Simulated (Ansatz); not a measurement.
**Sr4HfO: from a guess to a relaxed structure**

The task: take a trial cell of Sr4HfO to zero force and stress.

Method: DFT PBE, scalar-relativistic, plane waves, PAW, in Ansatz 0.2.0.

### Step 1. Starting point

The structure is cubic, space group F-43m (No. 216). Conventional cell: a = 8.622 Å, b = 8.622 Å, c = 8.622 Å, α = 90.00°, β = 90.00°, γ = 90.00°. Sr (site symmetry 3m) is surrounded by 6 Sr at 3.04 to 3.05 Å and 3 Hf at 3.57 Å and 3 O at 3.58 Å. Hf (site symmetry -43m) is surrounded by 12 Sr at 3.57 Å and 4 O at 3.73 Å. O (site symmetry -43m) has 12 Sr at 3.58 Å and 4 Hf at 3.73 Å as nearest neighbours.

Structure file:

```xyz
6
Lattice="0.0000 4.3112 4.3112 4.3112 0.0000 4.3112 4.3112 4.3112 0.0000" Properties=species:S:1:pos:R:3 pbc="T T T"
Sr    3.2348    5.3875    5.3875
Sr    3.2348    3.2348    3.2348
Sr    5.3875    3.2348    5.3875
Sr    5.3875    5.3875    3.2348
Hf    6.4668    6.4668    6.4668
O     0.0000    0.0000    0.0000
```

The cell is invented: species swapped into a database cell of PrHoAl4 (F-43m, No. 216), with O on the Pr sites, Hf on the Ho sites and Sr on the Al sites. Its size is a rough estimate.

### Step 2. The guess as it stands, on a coarse mesh

input.yaml

```yaml
crystal:
  lattice:
    - [0.0, 4.31118181, 4.31118181]
    - [4.31118181, 0.0, 4.31118181]
    - [4.31118181, 4.31118181, 0.0]
  atoms:
    - { symbol: Sr, position: [0.87449414, 0.37516862, 0.37516862] }
    - { symbol: Sr, position: [0.37516862, 0.37516862, 0.37516862] }
    - { symbol: Sr, position: [0.37516862, 0.87449414, 0.37516862] }
    - { symbol: Sr, position: [0.37516862, 0.37516862, 0.87449414] }
    - { symbol: Hf, position: [0.75, 0.75, 0.75] }
    - { symbol: O, position: [0.0, 0.0, 0.0] }
basis:
  ecutwfc: 420
kpoints:
  mp_grid: { grid: [4, 4, 4] }
hamiltonian:
  xc: pbe
scf:
  occupations: { method: gaussian, width: 0.1 }
  lower_state_search: "off"
output:
  forces: true
  stress: true
  eigenvalues: true
```

Started as:

```bash
$ ansatz run input.yaml --threads 1 --pin off --max-ram 2560MiB --backend cpu --events-out ev --progress --plain --runs-dir out
```

The session goes on with these runs: a loose first relaxation; relaxation on the finer mesh.

**Question.** What will these runs give? Wanted: conventional cell; volume; energy over the elements; gap on the mesh.

As calculated:

| quantity | value |
| --- | --- |
| symmetry at the end (tolerance 0.05 Å) | space group F-43m (No. 216) |
| conventional cell | a = 9.830 Å, b = 9.830 Å, c = 9.830 Å, α = 90.00°, β = 90.00°, γ = 90.00° |
| volume | 39.57 Å³/atom |
| energy over the elements (uncorrected; H, N, O, F and Cl as molecules) | +1.08 eV/atom |
| gap on the mesh | none (metal) |

What this shows: The space group F-43m (No. 216) is kept, and the volume per atom grows by 48.2 % from the first guess. The formation energy is positive, so the separate elements lie lower. No finished test with a distortion of lower symmetry is shown, so the end may be a saddle point. Spin-orbit coupling is left out for Hf.
